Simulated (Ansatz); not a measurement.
# Si5GeN8: the cell at several levels of theory

How does the equilibrium cell of Si5GeN8 built on the beta-nitride host prototype depend on the functional? It is relaxed with PBE and r2SCAN. This is a trial cell built on a prototype, not taken from a measured structure, and it needn't be the compound's ground state.

Code: Ansatz 0.2.0. PAW datasets, plane waves, zero pressure. All values are calculated for a non-magnetic cell, which may be hypothetical.

## Step 1: The cell

This is the cell as the run starts from it, not yet at rest; its lengths are not the crystal's.

Space group Pm (No. 6), monoclinic; conventional cell a = 7.636 Å, b = 2.917 Å, c = 7.636 Å, β = 120.0°, 10.52 Å³ an atom. Si has 4 N at 1.74 Å.

The structure in full:

```
Si Ge N
1.0
     7.63565    0.00000    0.00000
     0.00000    2.91708    0.00000
    -3.81783    0.00000    6.61267
Si Ge N
5 1 8
Direct
  0.59386 0.50000 0.82495
  0.82495 0.00000 0.23108
  0.76892 0.00000 0.59386
  0.23108 0.50000 0.40614
  0.17505 0.50000 0.76892
  0.40614 0.00000 0.17505
  0.33333 0.50000 0.66667
  0.66667 0.00000 0.33333
  0.70066 0.50000 0.66985
  0.66985 0.00000 0.96919
  0.03081 0.00000 0.70066
  0.96919 0.50000 0.29934
  0.29934 0.00000 0.33015
  0.33015 0.50000 0.03081
```

## Step 2: Relaxation with PBE

Contents of input.yaml:

```yaml
crystal:
  lattice:
    - [7.63565394, 0.0, 0.0]
    - [0.0, 2.91708399, 0.0]
    - [-3.81782697, 0.0, 6.61267028]
  atoms:
    - { symbol: Si, position: [0.59386372, 0.5, 0.82494615] }
    - { symbol: Si, position: [0.82494615, 0.0, 0.23108243] }
    - { symbol: Si, position: [0.76891757, 0.0, 0.59386372] }
    - { symbol: Si, position: [0.23108243, 0.5, 0.40613628] }
    - { symbol: Si, position: [0.17505385, 0.5, 0.76891757] }
    - { symbol: Ge, position: [0.40613628, 0.0, 0.17505385] }
    - { symbol: "N", position: [0.33333334, 0.5, 0.66666667] }
    - { symbol: "N", position: [0.66666666, 0.0, 0.33333333] }
    - { symbol: "N", position: [0.70065891, 0.5, 0.6698534] }
    - { symbol: "N", position: [0.6698534, 0.0, 0.96919449] }
    - { symbol: "N", position: [0.03080551, 0.0, 0.70065891] }
    - { symbol: "N", position: [0.96919449, 0.5, 0.29934109] }
    - { symbol: "N", position: [0.29934109, 0.0, 0.3301466] }
    - { symbol: "N", position: [0.3301466, 0.5, 0.03080551] }
kpoints:
  mp_grid: { grid: [4, 8, 4] }
hamiltonian:
  xc: pbe
scf:
  occupations: { method: fermi_dirac, width: 0.02 }
relax:
  f_tol: 0.005
  cell: {}
```

The runs that follow: Relaxing with r2SCAN.

Q: Predict the outcome of this session. Wanted: for each run, a; b; c; β; volume; space group; SCF geometries.

As calculated:

| level | a (Å) | b (Å) | c (Å) | β (°) | volume (Å³/atom) | space group | SCF geometries |
| --- | --- | --- | --- | --- | --- | --- | --- |
| PBE | 7.721 | 2.956 | 7.745 | 119.787 | 10.959 | Pm | 10 |
| r2SCAN | 7.661 | 2.934 | 7.694 | 119.942 | 10.702 | Pm | 6 |

**Reading.** From the start to the first minimum the volume moved by +4.2 %. r2SCAN gives the smallest cell and PBE the largest; they differ by 2.4 % in volume, a mean of 0.8 % in length.
